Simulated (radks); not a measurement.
**Ionisation of Os²⁺: one atom, several choices of exchange strength α**

How much does the choice of exchange strength α matter for taking an electron from Os²⁺? Both Os²⁺ ([Xe] 4f14 5d6) and Os³⁺ ([Xe] 4f14 5d5) are run for each choice.

Program: radks (a radial shooting solver on a logarithmic mesh, Libxc functionals) version 1. Level of theory: scalar-relativistic Kohn-Sham, spin-unpolarised, spherical densities, finite nucleus. These are calculated values, not measurements, unless marked.

## Step 1: The system

| Quantity | Value |
| --- | --- |
| element | osmium (Z = 76) |
| charge | +2 |
| electrons | 74 |
| configuration | [Xe] 4f14 5d6 |
| ion | Os³⁺, [Xe] 4f14 5d5 |
| choices | α = 0.662; α = 0.667; α = 0.676; α = 0.802; α = 0.851; α = 0.852; α = 0.89; α = 0.942 |

Outer shells as boxes (Hund's rule):

Os²⁺
```
[Xe] core
4f [↑↓][↑↓][↑↓][↑↓][↑↓][↑↓][↑↓]
5d [↑↓][↑ ][↑ ][↑ ][↑ ]
```

Os³⁺
```
[Xe] core
4f [↑↓][↑↓][↑↓][↑↓][↑↓][↑↓][↑↓]
5d [↑ ][↑ ][↑ ][↑ ][↑ ]
```

## Step 2: α = 0.662: Os²⁺

Settings of this run:

```text
Z 76
configuration [Xe] 4f14 5d6
relativity scalar-relativistic
functional xalpha 0.662
spin unpolarised
nucleus finite rms 5.4126 fm
c 137.035999084
```

## Step 3: α = 0.662: Os³⁺

Input: that of step 2 with these lines changed.

```diff
@@ -1,3 +1,3 @@
 Z 76
-configuration [Xe] 4f14 5d6
+configuration [Xe] 4f14 5d5
 relativity scalar-relativistic
```

## Step 4: α = 0.667: Os²⁺

Settings of this run:

```text
Z 76
configuration [Xe] 4f14 5d6
relativity scalar-relativistic
functional xalpha 0.667
spin unpolarised
nucleus finite rms 5.4126 fm
c 137.035999084
```

## Step 5: α = 0.667: Os³⁺

Input: that of step 4 with these lines changed.

```diff
@@ -1,3 +1,3 @@
 Z 76
-configuration [Xe] 4f14 5d6
+configuration [Xe] 4f14 5d5
 relativity scalar-relativistic
```

## Step 6: α = 0.676: Os²⁺

Settings of this run:

```text
Z 76
configuration [Xe] 4f14 5d6
relativity scalar-relativistic
functional xalpha 0.676
spin unpolarised
nucleus finite rms 5.4126 fm
c 137.035999084
```

## Step 7: α = 0.676: Os³⁺

Input: that of step 6 with these lines changed.

```diff
@@ -1,3 +1,3 @@
 Z 76
-configuration [Xe] 4f14 5d6
+configuration [Xe] 4f14 5d5
 relativity scalar-relativistic
```

## Step 8: α = 0.802: Os²⁺

Settings of this run:

```text
Z 76
configuration [Xe] 4f14 5d6
relativity scalar-relativistic
functional xalpha 0.802
spin unpolarised
nucleus finite rms 5.4126 fm
c 137.035999084
```

## Step 9: α = 0.802: Os³⁺

Input: that of step 8 with these lines changed.

```diff
@@ -1,3 +1,3 @@
 Z 76
-configuration [Xe] 4f14 5d6
+configuration [Xe] 4f14 5d5
 relativity scalar-relativistic
```

## Step 10: α = 0.851: Os²⁺

Settings of this run:

```text
Z 76
configuration [Xe] 4f14 5d6
relativity scalar-relativistic
functional xalpha 0.851
spin unpolarised
nucleus finite rms 5.4126 fm
c 137.035999084
```

## Step 11: α = 0.851: Os³⁺

Input: that of step 10 with these lines changed.

```diff
@@ -1,3 +1,3 @@
 Z 76
-configuration [Xe] 4f14 5d6
+configuration [Xe] 4f14 5d5
 relativity scalar-relativistic
```

## Step 12: α = 0.852: Os²⁺

Settings of this run:

```text
Z 76
configuration [Xe] 4f14 5d6
relativity scalar-relativistic
functional xalpha 0.852
spin unpolarised
nucleus finite rms 5.4126 fm
c 137.035999084
```

## Step 13: α = 0.852: Os³⁺

Input: that of step 12 with these lines changed.

```diff
@@ -1,3 +1,3 @@
 Z 76
-configuration [Xe] 4f14 5d6
+configuration [Xe] 4f14 5d5
 relativity scalar-relativistic
```

## Step 14: α = 0.89: Os²⁺

Settings of this run:

```text
Z 76
configuration [Xe] 4f14 5d6
relativity scalar-relativistic
functional xalpha 0.89
spin unpolarised
nucleus finite rms 5.4126 fm
c 137.035999084
```

## Step 15: α = 0.89: Os³⁺

Input: that of step 14 with these lines changed.

```diff
@@ -1,3 +1,3 @@
 Z 76
-configuration [Xe] 4f14 5d6
+configuration [Xe] 4f14 5d5
 relativity scalar-relativistic
```

## Step 16: α = 0.942: Os²⁺

Settings of this run:

```text
Z 76
configuration [Xe] 4f14 5d6
relativity scalar-relativistic
functional xalpha 0.942
spin unpolarised
nucleus finite rms 5.4126 fm
c 137.035999084
```

## Step 17: α = 0.942: Os³⁺

Input: that of step 16 with these lines changed.

```diff
@@ -1,3 +1,3 @@
 Z 76
-configuration [Xe] 4f14 5d6
+configuration [Xe] 4f14 5d5
 relativity scalar-relativistic
```

**Question.** What will these runs give? Wanted: for each run, exchange strength α; E(Os²⁺); Δ-SCF; −ε(HOMO); <r> HOMO; error.

**Answer**, as computed:

```tsv
exchange strength α	E(Os²⁺) (hartree)	Δ-SCF (eV)	−ε(HOMO) (eV)	<r> HOMO (bohr)	error (eV)
α = 0.662	-17229.8557	27.609	21.741	1.715	+2.61
α = 0.667	-17232.2678	27.691	21.817	1.713	+2.69
α = 0.676	-17236.6106	27.841	21.953	1.709	+2.84
α = 0.802	-17297.5303	29.987	23.925	1.662	+4.99
α = 0.851	-17321.2827	30.849	24.722	1.644	+5.85
α = 0.852	-17321.7678	30.867	24.738	1.644	+5.87
α = 0.89	-17340.2122	31.546	25.367	1.631	+6.55
α = 0.942	-17365.4854	32.491	26.244	1.613	+7.49
```

In words: The NIST Atomic Spectra Database lists 25 +/- 1.6 eV (theoretical). The smallest miss is that of α = 0.662 (+2.61 eV), the largest that of α = 0.942 (+7.49 eV). The ionisation energies span 4.88 eV, the total energies of Os²⁺ 3691 eV: most of the change in the total cancels in the difference. α = 2/3 is LDA exchange; there is no correlation term. The central value is not crossed in this range. Spin polarisation and multiplet splitting are left out, so open shells lie too high by an amount that depends on their filling. Spin-orbit splitting is averaged out at the scalar-relativistic level.
